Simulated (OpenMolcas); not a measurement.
# Re²⁺ among point charges: CASSCF and CASPT2 levels and susceptibility

How does a field of 6 point charges split the states of Re²⁺, and what χT follows?

Program: OpenMolcas 26.06. Level of theory: state-averaged CASSCF and CASPT2, spin-orbit coupling by RASSI with atomic mean-field integrals. These are calculated values, not measurements, unless marked.

### 1 What is computed

| Property | Result |
| --- | --- |
| Species | Re²⁺ (rhenium, Z = 75, 73 electrons) |
| Basis | ANO-RCC-VDZP [7s6p4d2f1g], 68 functions |
| Scalar Hamiltonian | DKH2, point nucleus |
| Inactive shells | 1s 2s 2p 3s 3p 3d 4s 4p 4d 4f 5s 5p |
| Active space | 5 electrons in 5 orbitals (5d) |
| Some configurations of this space | 5d⁵ |
| Orbitals | optimised for each spin and parity, averaged over all roots |

The outer shells:

5d5
```
5d [↑ ][↑ ][↑ ][↑ ][↑ ]
```

The ion sits among 6 point charges of -1 e arranged as an octahedron (Oh), 1.92 Å from the ion.

Each step is its own input file, run in one work folder so that later steps find the files of earlier ones. Labels, J, g values, rates, χT and fits are worked out afterwards by a script from the matrices that RASSI stores. The input lists half of the charges; inversion (Group=XYZ) makes the rest.

### 2 GATEWAY and SEWARD: basis and integrals

The input, a.inp:

```
&GATEWAY
Coord
1

Re 0.0 0.0 0.0
Basis=ANO-RCC-VDZP
Group=XYZ
NoMove
AngMom=0.0 0.0 0.0
AMFI
XField
3 Angstrom 0
1.920000 0.000000 0.000000 -1.000000
0.000000 1.920000 0.000000 -1.000000
0.000000 0.000000 1.920000 -1.000000
&SEWARD
```

Launch:

```bash
> OMP_NUM_THREADS=1 MOLCAS_MEM=1689 MOLCAS_PROJECT=a pymolcas a.inp > a.log
```

### 3 CASSCF: sextets of even parity, 1 root

The input, a.inp:

```
&RASSCF
FileOrb=start.orb
Symmetry=1
Spin=6
nActEl=5 0 0
Inactive=15 19
Ras2=5 0
CIRoot=1 1 1
SDav=1
CIMx=300
Iter=120 100
PrWF=0.3
OrbListing=Nothing
MaxOrb=0
>>> COPY $Project.JobIph JOB001
```

start.orb holds the contracted functions of the basis, ordered by shell, or the orbitals of the step before.

### 4 CASSCF: quartets of even parity, 24 roots

The input, a.inp:

```
&RASSCF
FileOrb=start.orb
Symmetry=1
Spin=4
nActEl=5 0 0
Inactive=15 19
Ras2=5 0
CIRoot=24 24 1
SDav=24
CIMx=300
Iter=120 100
PrWF=0.3
OrbListing=Nothing
MaxOrb=0
>>> COPY $Project.JobIph JOB002
```

### 5 CASSCF: doublets of even parity, 75 roots

The input, a.inp:

```
&RASSCF
FileOrb=start.orb
Symmetry=1
Spin=2
nActEl=5 0 0
Inactive=15 19
Ras2=5 0
CIRoot=75 75 1
SDav=75
CIMx=300
Iter=120 100
PrWF=0.3
OrbListing=Nothing
MaxOrb=0
>>> COPY $Project.JobIph JOB003
```

### 6 State interaction with spin-orbit coupling

The input, a.inp:

```
&RASSI
NrOfJobIphs=3 1 24 75
1
1 2 3 4 5 6 7 8 9 10 11 12 13 14 15 16 17 18 19 20 21 22 23 24
1 2 3 4 5 6 7 8 9 10 11 12 13 14 15 16 17 18 19 20 21 22 23 24 25 26 27
28 29 30 31 32 33 34 35 36 37 38 39 40 41 42 43 44 45 46 47 48 49 50 51
52 53 54 55 56 57 58 59 60 61 62 63 64 65 66 67 68 69 70 71 72 73 74 75
IphNames
JOB001
JOB002
JOB003
EJob
SpinOrbit
DIPRint=1.0
SOCoupling=1000.0
Subsets=2
Property=9
'ANGMOM' 1 'ANGMOM' 2 'ANGMOM' 3 'MLTPL  1' 1 'MLTPL  1' 2 'MLTPL  1' 3
'AMFI' 1 'AMFI' 2 'AMFI' 3
SOProperty=3
'ANGMOM' 1 'ANGMOM' 2 'ANGMOM' 3
```

### 7 CASPT2: IPEA 0.25, imaginary shift 0.1 (closed shells correlated: 5s 5p)

The input, a.inp:

```
>>> COPY JOB001 $Project.JobIph
&CASPT2
Multistate=1 1
Frozen=14 16
IPEA=0.25
Imaginary=0.1
MaxIter=60
WThr=0.0 0.3 0.05
PrWF=0.5
NoMix
>>> COPY JOB002 $Project.JobIph
&CASPT2
Multistate=24 1 2 3 4 5 6 7 8 9 10 11 12 13 14 15 16 17 18 19 20 21 22
23 24
NoMult
Frozen=14 16
IPEA=0.25
Imaginary=0.1
MaxIter=60
WThr=0.0 0.3 0.05
PrWF=0.5
NoMix
>>> COPY JOB003 $Project.JobIph
&CASPT2
Multistate=75 1 2 3 4 5 6 7 8 9 10 11 12 13 14 15 16 17 18 19 20 21 22
23 24 25 26 27 28 29 30 31 32 33 34 35 36 37 38 39 40 41 42 43 44 45 46
47 48 49 50 51 52 53 54 55 56 57 58 59 60 61 62 63 64 65 66 67 68 69 70
71 72 73 74 75
NoMult
Frozen=14 16
IPEA=0.25
Imaginary=0.1
MaxIter=60
WThr=0.0 0.3 0.05
PrWF=0.5
NoMix
```

(Steps that only read results are left out.)

Before running it: what results should come out? Wanted: spin-free ground state; lowest level; next level.

As calculated:

```
                 quantity                                                                        value
                   method  SS-CASPT2, IPEA 0.25, imaginary shift 0.1 (closed shells correlated: 5s 5p)
   spin-free ground state                                              6A1, 1-fold in its orbital part
             lowest level                                              2-fold Γ7, g = 3.08, 3.08, 3.08
               next level                                                                   411.0 cm⁻¹
              χT at 300 K                                                               3.20 cm³ K/mol
effective moment at 300 K                                                                      5.06 μB
```

Cost by method:

| method | time of its own steps | time with the reference |
| --- | --- | --- |
| A. CASSCF | 24 s | 24 s |
| B. SS-CASPT2, IPEA 0.25, imaginary shift 0.1, +5s 5p | 9.9 s | 34 s |

Times are of one thread on a shared host.

**Reading.** The spin-free ground state (6A1) comes to 100 % from free-ion S terms and keeps the highest spin of the shell. χT at 300 K is 3.20, against 4.39 cm³ K/mol for the spin alone, so spin-orbit coupling lowers it. An active space of the d shell alone favours high spin; real ions in strong fields can be low spin. A ligand-field fit to the states below 45000 cm-1 gives 10Dq = 12065 cm-1, B = 618 cm-1 and C = 2737 cm-1 (C/B = 4.43), with a deviation of 603 cm-1. CASPT2 does not keep the components of a term degenerate, and the means are used. The field of point charges can differ much from that of real complexes. With metal d orbitals alone active, the gaps between spin states are rough; where two lie within a few thousand cm-1, their order is open. This is an electrostatic model: the charges have no orbitals.
